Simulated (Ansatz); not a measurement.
# RPA@PBE0/def2-TZVPPD run of HNO (nitroxyl)

What is the electronic atomisation energy of HNO (nitroxyl) at RPA@PBE0/def2-TZVPPD? 

The calculation is run with Ansatz 0.2.0.

60 further runs of the same task are left out: 60 set aside as unsound or not needed.

## (1) Starting point

HNO has 3 atoms, charge 0, and is taken as a singlet. As SMILES, `N=O`. The shape is that of a PBE0-D4/def2-TZVP optimisation.

Bond lengths: N1–O2 1.190 Å, N1–H3 1.063 Å. Angles: O2–N1–H3 108.9°.

## (2) A single-point energy at RPA@PBE0/def2-TZVPPD

run.yaml

```yaml
crystal:
  periodic: [false, false, false]
  atoms:
    - {symbol: N, position_ang: [-0.283700, 0.312790, -0.117160]}
    - {symbol: O, position_ang: [0.755300, 0.397200, 0.456500]}
    - {symbol: H, position_ang: [-0.471600, -0.709980, -0.339350]}
basis:
  gaussian: {orbitals: def2-TZVPPD.json}
magnetization: {spin_polarized: false}
hamiltonian: {xc: pbe0}
correlation: {method: rpa, frozen_orbitals: {H: 0, "N": 1, O: 1}}
accuracy: high
```

The basis set def2-TZVPPD is read from a file made from the Basis Set Exchange's data (not shown).

The run is started by

```console
$ ansatz run run.yaml --threads 1 --pin off --max-ram 3480MiB --events-out events.jsonl --progress --plain --runs-dir runs
```

Output:

```text
Warning: RAYON_NUM_THREADS=1 ignored (pool sized by the plan → 1); use --threads N
Functional definition: PBE0
  name "PBE0"
  parameter a = 0.25
  parameter kappa = 0.804
  parameter beta = 0.06672455060314922
  exchange = (1 - a)*pbe_x(kappa = kappa, mu = beta*pi^2/3) + a*exact_x
  correlation = pbe_c(beta = beta)
1451 factors; integrals over basis functions are off by at most 3.5e-9 eV
mean field evaluation 1: about -3546.8428 eV, gradient 2.6e1 eV
mean field evaluation 2: about -3546.8415 eV, gradient 2.6e1 eV
mean field evaluation 4: about -3547.8316 eV, gradient 1.1e1 eV
mean field evaluation 8: about -3548.0278 eV, gradient 1.8e-1 eV
mean field evaluation 16: about -3548.0278 eV, gradient 2.4e-6 eV
mean field -3548.02784295 eV, -130.3876182889 hartree, gradient 3.0e-8 eV, S^2 0.000000; 0 other end points of the search recorded, 0 dependent functions left out; unrestricted orbitals would lower it
2 core orbitals not correlated: weight in the atoms' cores, before any rotation towards them, 1.000 or more for the frozen orbitals, at most 0.000 for the correlated occupied ones
reference -3532.95773303 eV, -129.8338019642 hartree; 6, 6 occupied and 86, 86 virtual orbitals, 1451 factors
Total energy: -3549.56475604 eV, -130.4440988030 hartree
```

It took 5.7 s on 1 thread of Arm Neoverse V2, shared host; peak memory 0.25 GiB.

## (3) The H atom, same level

job.yaml

```yaml
crystal:
  periodic: [false, false, false]
  atoms:
    - {symbol: H, position_ang: [0.000000, 0.000000, 0.000000]}
basis:
  gaussian: {orbitals: def2-TZVPPD.json}
magnetization: {spin_polarized: true, initial_magnetization: 1}
hamiltonian: {xc: pbe0}
correlation: {method: rpa, frozen_orbitals: {H: 0}}
accuracy: high
```

The basis set def2-TZVPPD is read from a file made from the Basis Set Exchange's data (not shown).

Run the same way, it converges to -0.51649 Eh (log not shown).

## (4) The N atom at the same level

in.yaml

```yaml
crystal:
  periodic: [false, false, false]
  atoms:
    - {symbol: "N", position_ang: [0.000000, 0.000000, 0.000000]}
basis:
  gaussian:
    orbitals: def2-TZVPPD.json
magnetization:
  spin_polarized: true
  initial_magnetization: 3
hamiltonian:
  xc: pbe0
correlation:
  method: rpa
  frozen_orbitals: {"N": 1}
accuracy: high
```

The basis set def2-TZVPPD is read from a file made from the Basis Set Exchange's data (not shown).

The run is started by

```console
$ ansatz run in.yaml --threads 1 --pin off --max-ram 3480MiB --events-out events.jsonl --progress --plain --runs-dir runs
```

Output:

```text
Warning: RAYON_NUM_THREADS=1 ignored (pool sized by the plan → 1); use --threads N
[... 7 set-up lines as earlier in the session ...]
370 factors; integrals over basis functions are off by at most 2.9e-9 eV
mean field evaluation 1: about -1484.0735 eV, gradient 6.3e0 eV
mean field evaluation 2: about -1484.0733 eV, gradient 6.3e0 eV
mean field evaluation 4: about -1484.2145 eV, gradient 2.2e-1 eV
mean field evaluation 8: about -1484.2147 eV, gradient 2.2e-5 eV
mean field -1484.21471592 eV, -54.5438847731 hartree, gradient 6.2e-8 eV, S^2 3.753081; 0 other end points of the search recorded, 0 dependent functions left out
1 core orbitals not correlated: weight in the atoms' cores, before any rotation towards them, 1.000 or more for the frozen orbitals, at most 0.000 for the correlated occupied ones
reference -1480.31357547 eV, -54.4005205060 hartree; 4, 1 occupied and 32, 35 virtual orbitals, 370 factors
Total energy: -1485.12282000 eV, -54.5772569828 hartree
```

Wall time 0.58 s (1 thread of Arm Neoverse V2, shared host).

## (5) The O atom at the same level

molecule.yaml

```yaml
crystal:
  periodic: [false, false, false]
  atoms:
    - symbol: O
      position_ang: [0.000000, 0.000000, 0.000000]
basis:
  gaussian:
    orbitals: def2-TZVPPD.json
correlation:
  method: rpa
  frozen_orbitals: {O: 1}
accuracy: high
magnetization:
  spin_polarized: true
  initial_magnetization: 2
hamiltonian:
  xc: {name: PBE0}
```

The basis set def2-TZVPPD is read from a file made from the Basis Set Exchange's data (not shown).

Run the same way, it converges to -75.05365 Eh (log not shown).

## (6) What came out

Level: RPA@PBE0/def2-TZVPPD, 2 core orbitals frozen.

| quantity | value |
| --- | --- |
| molecule: total energy | -130.44410 Eh |
| molecule: RPA correlation energy (valence) | -610.3 mEh |
| H atom: total energy | -0.51649 Eh |
| H atom: RPA correlation energy | -16.9 mEh |
| H atom: ⟨S²⟩ of the reference determinant | 0.750 |
| N atom: total energy | -54.57726 Eh |
| N atom: RPA correlation energy (valence) | -176.7 mEh |
| N atom: ⟨S²⟩ of the reference determinant | 3.753 |
| O atom: total energy | -75.05365 Eh |
| O atom: RPA correlation energy (valence) | -240.9 mEh |
| O atom: ⟨S²⟩ of the reference determinant | 2.004 |
| electronic atomisation energy | 8.074 eV |

What this shows: Taking the molecule apart into free atoms costs 8.07 eV (779 kJ/mol), before zero-point energy and without spin-orbit coupling. The restricted solution (molecule) is unstable to spin breaking: an unrestricted one lies lower.
